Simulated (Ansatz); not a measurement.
I need a comparison of functionals at one structure of SnAs, space group Fm-3m. Use Ansatz 0.2.0 through its Python package. Level of theory (first run): BLYP, PAW, cutoff 320 eV, 9×9×9 k-points, Fermi-Dirac smearing of 0.05 eV. The script varies functional: blyp, pbesol, lda.

```
Sn As
1.0
     0.00000    2.84050    2.84050
     2.84050    0.00000    2.84050
     2.84050    2.84050    0.00000
Sn As
1 1
Direct
  0.00000 0.00000 0.00000
  0.50000 0.50000 0.50000
```

`xc_snas.py`
```python
import argparse

import ansatz as az
import pandas as pd

parser = argparse.ArgumentParser(description='One structure of SnAs under several functionals.')
parser.add_argument('--cutoff', type=float, required=True, help='plane-wave cutoff (eV)')
parser.add_argument('--sigma', type=float, required=True, help='smearing width (eV)')
parser.add_argument('--max-iterations', type=int, required=True, help='most SCF iterations')
args = parser.parse_args()


def main() -> None:
    lattice = az.Lattice.of(
        [0.0, 2.8405, 2.8405],
        [2.8405, 0.0, 2.8405],
        [2.8405, 2.8405, 0.0],
    )
    sites = [
        ('Sn', [0.0, 0.0, 0.0]),
        ('As', [0.5, 0.5, 0.5]),
    ]
    xtal = az.Crystal(lattice=lattice)
    for symbol, position in sites:
        xtal = xtal.atom(symbol, position)

    calc = (
        xtal.calculation()
        .basis(args.cutoff)
        .kpoints(9)
        .occupations(az.OccupationsMethod.FERMI_DIRAC, width=args.sigma)
        .scf(max_iterations=args.max_iterations, self_checks='high')
    )

    rows = []
    for value in ['blyp', 'pbesol', 'lda']:
        report = calc.functional(value).run().report
        rows.append((value, report['free_energy_ev'] / len(report['lattice']['sites']), report['n_iterations'], report['n_kpoints']))

    table = pd.DataFrame(rows, columns=['functional', 'F/atom (eV)', 'iterations', 'k-points'])
    print(table.round(5).to_string(index=False))


if __name__ == '__main__':
    main()
```

```console
$ python xc_snas.py --cutoff 320.0 --sigma 0.05 --max-iterations 200
DeckWarning: basis.ecutwfc = 320 eV is below the records' recommended 420 eV, and the density's cutoff is lower with it unless basis.ecutrho_ratio is high enough to keep the records' density cutoff: compare with a run at a higher cutoff
functional  F/atom (eV)  iterations  k-points
      blyp  -5453.52552           8        35
    pbesol  -5381.46054           7        35
       lda  -5326.66450           7        35
```
(Warnings from the package without file and line.)

The cutoff lies under the one recommended for these potentials. BLYP can be off by several per cent in the lattices of metals, and by several GPa in the pressure at a fixed cell. The mesh is modest for a metal, so energies can be off by several to tens of meV an atom and pressures by half a GPa or more; differences at equal mesh fare better. Of the deposited cell: the entry's cell lengths or inner coordinates differ somewhat from later room-temperature determinations. The starting cell is as deposited in a crystallographic database; the results hold for this polymorph, which needn't be the stable one. Total energies of different functionals can't be compared; pressures, moments and gaps at this one structure can. Timing: 4.3 s on 1 thread of Arm Neoverse V2, with other jobs on the host, peak memory 0.41 GiB.
